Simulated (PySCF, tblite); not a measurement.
# C₇H₉ radical: geometry, infrared bands and EPR parameters

Wanted: the infrared bands and EPR parameters of C₇H₉ radical (`CC[C]1C=CC=C1`), by calculation.

Programs: tblite 0.8.0 and PySCF 2.14.0, with density-fitted response routines of our own. Each step states its level of theory. These are calculated values for one molecule in the gas phase, unless marked as measured. Atoms count from 0, in the outputs and in this text.

### Step 1. Starting geometry

16 atoms, charge 0, multiplicity 2; geometry from: force field or distance geometry start.

Bonds of the start (Å): C0–C1 1.51, C1–C2 1.49, C2–C3 1.43, C3–C4 1.33, C4–C5 1.45, C5–C6 1.34, C6–C2 1.44, C0–H7 1.10, C0–H8 1.09, C0–H9 1.09, C1–H10 1.11, C1–H11 1.10, C3–H12 1.08, C4–H13 1.09, C5–H14 1.09, C6–H15 1.08.

### Step 2. Optimising the geometry with GFN2-xTB

What the job is given:

```
{"job": {"kind": "relax", "xc": "GFN2-xTB", "basis": "xTB"}, "charge": 0, "multiplicity": 2}
C     -2.131800    -0.430500    -0.556200
C     -1.237400    -0.429200     0.655900
C      0.163900    -0.028000     0.331900
C      1.211400    -0.906600    -0.090100
C      2.283700    -0.138200    -0.290400
C      1.934700     1.249700    -0.036800
C      0.654800     1.330900     0.340900
H     -3.147000    -0.728600    -0.269200
H     -2.196400     0.568100    -0.999300
H     -1.784200    -1.122700    -1.317800
H     -1.231500    -1.439100     1.105700
H     -1.649600     0.236200     1.427900
H      1.137200    -1.982100    -0.179800
H      3.264800    -0.467600    -0.621200
H      2.624600     2.083800    -0.133200
H      0.095300     2.213100     0.620100
```

Launch:

```
$ OMP_NUM_THREADS=1 python probes_run.py task.json out
```

The driver reads the jobs from task.json and runs them one after another.

**Question.** This job is followed by: GFN2-xTB harmonic vibrations, gas phase; UKS B3LYP, pcH-1 on C H, non-relativistic, mean-field spin-orbit, GIAO. What will the session give for the following? strongest single infrared mode (GFN2-xTB); zero-point energy (GFN2-xTB); g(iso) (B3LYP); ⟨S²⟩; largest a(iso) (averaged by class); surface potential, 1st and 99th percentile.

**Answer**, as computed:

| quantity | value |
| --- | --- |
| strongest single infrared mode (GFN2-xTB) | 3145 cm⁻¹, 87 km/mol |
| zero-point energy (GFN2-xTB) | 83.6 kcal/mol |
| g(iso) (B3LYP) | 2.00248 |
| ⟨S²⟩ | 0.764 (exact 0.75) |
| largest a(iso) (averaged by class) | 13C on C0, 53.6 MHz |
| surface potential, 1st and 99th percentile | -0.84 V and 0.76 V |

What this shows: The optimisation took 34 steps and gained 0.108 eV; among the close pairs (by a distance rule), C0–C1 changed most, from 1.506 to 1.537 Å. All 42 modes are real, so the xTB geometry is a minimum. The strongest single mode, at 3145 cm⁻¹, is carried by H15, H12, H14. Unscaled tight-binding wavenumbers are off by several per cent, some by more. Its intensities can rank the bands wrongly. C2 carries the largest spin population, 0.59 e. The isotropic g lies 0.2 ppt above the free-electron value.
